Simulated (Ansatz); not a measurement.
# BrCl2HOSn: how energies converge with the basis set

The task here is to estimate one member of a computed series from the others.

The runs use Ansatz 0.2.0, Gaussian basis; one geometry, several basis sets.

The runs, in order: PBE0-D4/def2-SVP; ωB97M-V/def2-SVP; PBE0-D4/def2-QZVPP; ωB97M-V/def2-QZVPP; the functionals' def2-TZVPP values are taken from earlier runs.

### The geometry

The geometry comes from an earlier relaxation with PBE0-D4 in a triple-zeta def2 set; it is a stationary point. Sn takes the def2 core potential; no spin-orbit term is included.

SMILES `[OH][Sn]([Cl])([Cl])[Br]`, 6 atoms, charge 0, spin multiplicity 1.

Atoms are counted from 1 here; the program's logs count them from 0.

Bond lengths: O1–Sn2 1.934 Å, O1–H6 0.962 Å, Sn2–Cl3 2.284 Å, Sn2–Cl4 2.299 Å, Sn2–Br5 2.444 Å. Angles: Sn2–O1–H6 113.1°, O1–Sn2–Cl3 105.8°, O1–Sn2–Cl4 110.1°, O1–Sn2–Br5 111.2°, Cl3–Sn2–Cl4 109.9°, Cl3–Sn2–Br5 111.2°, Cl4–Sn2–Br5 108.8°.

Coordinates:

```mol
BrCl2HOSn
  3D, bonds by distance, orders not assigned

  6  5  0  0  0  0  0  0  0  0999 V2000
   -0.6477    0.3848    1.4148 O   0  0
    0.2474   -0.1952   -0.1982 Sn  0  0
    2.0122   -1.4687    0.4946 Cl  0  0
   -1.1782   -1.4664   -1.4775 Cl  0  0
    1.0029    1.7145   -1.5232 Br  0  0
   -1.3945    0.9671    1.2435 H   0  0
  1  2  8  0
  2  3  8  0
  2  4  8  0
  2  5  8  0
  1  6  8  0
M  END
```

The first run:

Contents of in.yaml:

```yaml
crystal:
  periodic: [false, false, false]
  atoms:
    - {symbol: O, position_ang: [-0.647668, 0.384805, 1.414758]}
    - {symbol: Sn, position_ang: [0.247408, -0.195237, -0.198234]}
    - {symbol: Cl, position_ang: [2.012207, -1.468710, 0.494556]}
    - {symbol: Cl, position_ang: [-1.178187, -1.466444, -1.477476]}
    - {symbol: Br, position_ang: [1.002928, 1.714496, -1.523250]}
    - {symbol: H, position_ang: [-1.394488, 0.967091, 1.243546]}
basis:
  gaussian: {orbitals: def2-SVP}
hamiltonian: {xc: pbe0, dispersion: d4}
output: {orbitals: {seedname: orbitals}}
```

Among the steps run: PBE0-D4 in def2-SVP; ωB97M-V in def2-SVP; PBE0-D4 in def2-QZVPP; ωB97M-V in def2-QZVPP.

One table of the session follows, with a row left open; its other results are not shown here.

It belongs to the step «Density functionals: the series». 

```
functional       basis  HOMO (eV)  LUMO (eV)
   PBE0-D4    def2-SVP          ?          ?
   PBE0-D4  def2-TZVPP      -9.15      -2.89
   PBE0-D4  def2-QZVPP      -9.17      -2.92
   ωB97M-V    def2-SVP     -11.23      -0.65
   ωB97M-V  def2-TZVPP     -11.39      -0.87
   ωB97M-V  def2-QZVPP     -11.41      -0.95
```

**Question.** Estimate the row for PBE0-D4, def2-SVP.

**Answer.** HOMO (eV): -9.03; LUMO (eV): -2.76. In the column «HOMO (eV)» it is the highest.
